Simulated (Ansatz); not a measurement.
**AlF3 (SMILES F[Al](F)F) at PBE-QIDH/6-311+G(d,p)**

Aim: the energy change on altering one bond length of AlF3 at PBE-QIDH/6-311+G**, from 2 runs. 

Program for the calculation: Ansatz 0.2.0.

39 further runs of the same task are left out: 39 set aside as unsound or not needed.

### 1 The system as given

The species is AlF3 (4 atoms), meant as a singlet with charge 0. SMILES: `F[Al](F)F`. The coordinates come from a PBE0-D4/def2-TZVP relaxation.

Bond lengths: F1–Al2 1.629 Å, Al2–F3 1.629 Å, Al2–F4 1.629 Å. Angles: F1–Al2–F3 120.0°, F1–Al2–F4 120.0°, F3–Al2–F4 120.0°.

### 2 A single-point energy at PBE-QIDH/6-311+G(d,p)

Input file input.yaml:

```yaml
crystal:
  periodic: [false, false, false]
  atoms:
    - {symbol: F, position_ang: [0.859410, -0.722590, 1.180170]}
    - {symbol: Al, position_ang: [-0.000000, -0.000010, -0.000000]}
    - {symbol: F, position_ang: [-1.440740, -0.612530, -0.450110]}
    - {symbol: F, position_ang: [0.581330, 1.335130, -0.730040]}
basis:
  gaussian:
    orbitals: 6-311+G_st__st_-spherical.json
output:
  orbitals: {seedname: orbitals}
correlation:
  frozen_orbitals: {Al: 5, F: 1}
hamiltonian:
  xc: {name: PBE-QIDH}
accuracy: high
```

The basis set 6-311+G** is read from a file made from the Basis Set Exchange's data (not shown).

Launch:

```sh
$ ansatz run input.yaml --threads 1 --pin off --max-ram 3480MiB --events-out events.jsonl --progress --plain --runs-dir runs
```

Output:

```text
Warning: RAYON_NUM_THREADS=1 ignored (pool sized by the plan → 1); use --threads N
Functional definition: PBE-QIDH
  name "PBE-QIDH"
  parameter a = 3^(-1/3)
  parameter c = 1/3
  exchange = (1 - a)*pbe_x + a*exact_x
  correlation = (1 - c)*pbe_c + c*(mp2_os + mp2_ss)
1643 factors; integrals over basis functions are off by at most 4.1e-9 eV
mean field evaluation 1: about -14729.5689 eV, gradient 5.3e1 eV
mean field evaluation 2: about -14729.5830 eV, gradient 5.3e1 eV
mean field evaluation 4: about -14733.6430 eV, gradient 9.3e-1 eV
mean field evaluation 8: about -14733.6525 eV, gradient 1.2e-2 eV
mean field evaluation 16: about -14733.6525 eV, gradient 4.3e-7 eV
mean field -14733.65248420 eV, -541.4517419661 hartree, gradient 2.7e-8 eV, S^2 0.000000; 0 other end points of the search recorded, 0 dependent functions left out
8 core orbitals not correlated: weight in the atoms' cores, before any rotation towards them, 1.000 or more for the frozen orbitals, at most 0.000 for the correlated occupied ones
reference -14733.65248806 eV, -541.4517421080 hartree; 12, 12 occupied and 76, 76 virtual orbitals, 1643 factors
second order -20.78453936 eV of doubles, -0.00000000 eV of singles
Total energy: -14740.58066785 eV, -541.7063480191 hartree
```

Wall time 6 s (1 thread of Arm Neoverse V2, shared host); peak memory 0.26 GiB.

### 3 The distorted shape at the same level

Input file job.yaml:

```yaml
crystal:
  periodic: [false, false, false]
  atoms:
    - {symbol: F, position_ang: [1.579744, -0.416345, 1.405214]}
    - {symbol: Al, position_ang: [0.720334, 0.306235, 0.225044]}
    - {symbol: F, position_ang: [-1.440740, -0.612530, -0.450110]}
    - {symbol: F, position_ang: [1.301664, 1.641375, -0.504996]}
basis:
  gaussian: {orbitals: 6-311+G_st__st_-spherical.json}
hamiltonian: {xc: {name: PBE-QIDH}}
correlation: {frozen_orbitals: {Al: 5, F: 1}}
accuracy: high
output: {orbitals: {seedname: orbitals}}
```

The basis set 6-311+G** is read from a file made from the Basis Set Exchange's data (not shown).

Launch:

```sh
$ ansatz run job.yaml --threads 1 --pin off --max-ram 3480MiB --events-out events.jsonl --progress --plain --runs-dir runs
```

Output (excerpt; [...] marks lines left out):

```text
Warning: RAYON_NUM_THREADS=1 ignored (pool sized by the plan → 1); use --threads N
[... 2 set-up lines as earlier in the session ...]
[...]
1626 factors; integrals over basis functions are off by at most 8.9e-9 eV
[...]
mean field -14730.13015716 eV, -541.3222988347 hartree, gradient 3.1e-8 eV, S^2 0.000000; 0 other end points of the search recorded, 0 dependent functions left out
8 core orbitals not correlated: weight in the atoms' cores, before any rotation towards them, 1.000 or more for the frozen orbitals, at most 0.000 for the correlated occupied ones
reference -14730.13016041 eV, -541.3222989541 hartree; 12, 12 occupied and 76, 76 virtual orbitals, 1626 factors
second order -21.59161921 eV of doubles, -0.00000000 eV of singles
Total energy: -14737.32736681 eV, -541.5867914110 hartree
```

Run time: 6.3 s. Hardware: 1 thread of Arm Neoverse V2, shared host; peak memory 0.25 GiB.

### 4 Outcome

Level: PBE-QIDH/6-311+G**, 8 core orbitals frozen.

| quantity | value |
| --- | --- |
| first shape: total energy | -541.70635 Eh |
| first shape: HOMO energy (SCF part's orbitals) | -15.36 eV |
| first shape: LUMO energy (SCF part's orbitals) | -0.30 eV |
| first shape: HOMO–LUMO gap (SCF part's orbitals) | 15.06 eV |
| distorted shape: total energy | -541.58679 Eh |
| distorted shape: HOMO energy (SCF part's orbitals) | -12.76 eV |
| distorted shape: LUMO energy (SCF part's orbitals) | -2.35 eV |
| distorted shape: HOMO–LUMO gap (SCF part's orbitals) | 10.41 eV |
| energy change with the Al2–F3 bond stretched from 1.629 to 2.443 Å | 3.253 eV |

In words: With the Al2–F3 bond stretched from 1.629 to 2.443 Å the energy rises by 3.25 eV (75 kcal/mol). The first shape isn't relaxed at this level, so the change isn't measured from a minimum.
